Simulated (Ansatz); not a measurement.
# InSe: the cost of one run

Computed with the Python package of Ansatz 0.2.0. The levels of theory stand in the script.

### 1 The system

The structure is hexagonal, space group P6_3/mmc (No. 194). Conventional cell: a = 4.050 Å, b = 4.050 Å, c = 16.930 Å, α = 90.00°, β = 90.00°, γ = 120.00°. In (site symmetry 3m) has 3 Se at 2.52 Å in its first shell of neighbours. Around Se (site symmetry 3m) lie 3 In at 2.52 Å.

Input file POSCAR:

```text
InSe
1.0
   4.05000000    0.00000000    0.00000000
  -2.02500000    3.50740289    0.00000000
   0.00000000    0.00000000   16.93000000
In Se
4 4
Direct
   0.33333333    0.66666667    0.15700000
   0.66666667    0.33333333    0.65700000
   0.33333333    0.66666667    0.34300000
   0.66666667    0.33333333    0.84300000
   0.33333333    0.66666667    0.60200000
   0.66666667    0.33333333    0.10200000
   0.33333333    0.66666667    0.89800000
   0.66666667    0.33333333    0.39800000
```

### 2 The script

The input, inse.py:

```python
"""How the lattice of InSe depends on the functional."""

from dataclasses import dataclass
import warnings

import ansatz as az
from ase.io import read
import numpy as np


@dataclass(frozen=True)
class RunConfig:
    cutoff_ev: int = 320
    mesh: tuple[int, ...] = (6, 6, 2)
    occupations: str = "Fixed"
    mixing_beta: float = 0.7
    extra_bands: int = 12
    force_tol: float = 0.05


opts = RunConfig()

def edges_and_angles(cell):
    cell = np.asarray(cell)
    a, b, c = np.linalg.norm(cell, axis=1)
    cosines = cell[1] @ cell[2] / (b * c), cell[0] @ cell[2] / (a * c), cell[0] @ cell[1] / (a * b)
    return (a, b, c, *np.degrees(np.arccos(cosines)))

warnings.simplefilter("ignore", az.DeckWarning)

atoms = read("POSCAR", format="vasp")
system = az.Crystal.from_ase(atoms)

setup = system.calculation()
setup = setup.basis(opts.cutoff_ev, xc_grid=2).accuracy("medium")
setup = setup.kpoints(*opts.mesh).occupations(opts.occupations)
setup = setup.mixing("msr1", beta=opts.mixing_beta)
setup = setup.scf(extra_bands=opts.extra_bands, self_checks="low")
setup = setup.relax(cell=True, force_tolerance=opts.force_tol, max_steps=40, density_extrapolation="none")

levels = [("r2scan", "d4"), ("pbesol", "none"), ("pbe", "none"), ("pbe", "d4")]
print("level            a       b       c    alpha   beta  gamma  V/atom  steps")
for name, dispersion in levels:
    seen = []
    run = setup.functional(name, dispersion=dispersion).session().plan()
    result = run.execute(on_event=lambda e: seen.append(e) if e["event"] == "relax_step" else None)
    cell = result.lattice.cell_ang
    label = name if dispersion == "none" else f"{name}+{dispersion}"
    print("{:13s} {:7.4f} {:7.4f} {:7.4f} {:6.2f} {:6.2f} {:6.2f}".format(label, *edges_and_angles(cell)), f"{abs(np.linalg.det(cell)) / len(result.lattice.sites):7.3f} {len(seen):5d}")
```

### 3 The input behind the calls

The package turns the script's settings into the engine's input (first run):

```yaml
crystal:
  lattice:
    - [4.05, 0.0, 0.0]
    - [-2.025, 3.50740289, 0.0]
    - [0.0, 0.0, 16.93]
  atoms:
    - { symbol: In, position: [0.33333333, 0.66666667, 0.157] }
    - { symbol: In, position: [0.66666667, 0.33333333, 0.657] }
    - { symbol: In, position: [0.33333333, 0.66666667, 0.343] }
    - { symbol: In, position: [0.66666667, 0.33333333, 0.843] }
    - { symbol: Se, position: [0.33333333, 0.66666667, 0.602] }
    - { symbol: Se, position: [0.66666667, 0.33333333, 0.102] }
    - { symbol: Se, position: [0.33333333, 0.66666667, 0.898] }
    - { symbol: Se, position: [0.66666667, 0.33333333, 0.398] }
accuracy: medium
basis:
  ecutwfc: 320.0
  xc_grid: 2
kpoints:
  mp_grid:
    grid: [6, 6, 2]
hamiltonian:
  xc: r2scan
  dispersion: d4
scf:
  n_extra_bands: 12
  self_checks: low
  mixing:
    algorithm: msr1
    beta: 0.7
  occupations:
    method: fixed
relax:
  f_tol: 0.05
  max_steps: 40
  density_extrapolation: none
  cell: {}
```

### 4 Running it

Command:

```
> python inse.py
```

**Question.** How long does this script take on 1 thread of Arm Neoverse V1, shared host, and how much memory does it need?

About 11 min, with a peak of 0.66 GiB.
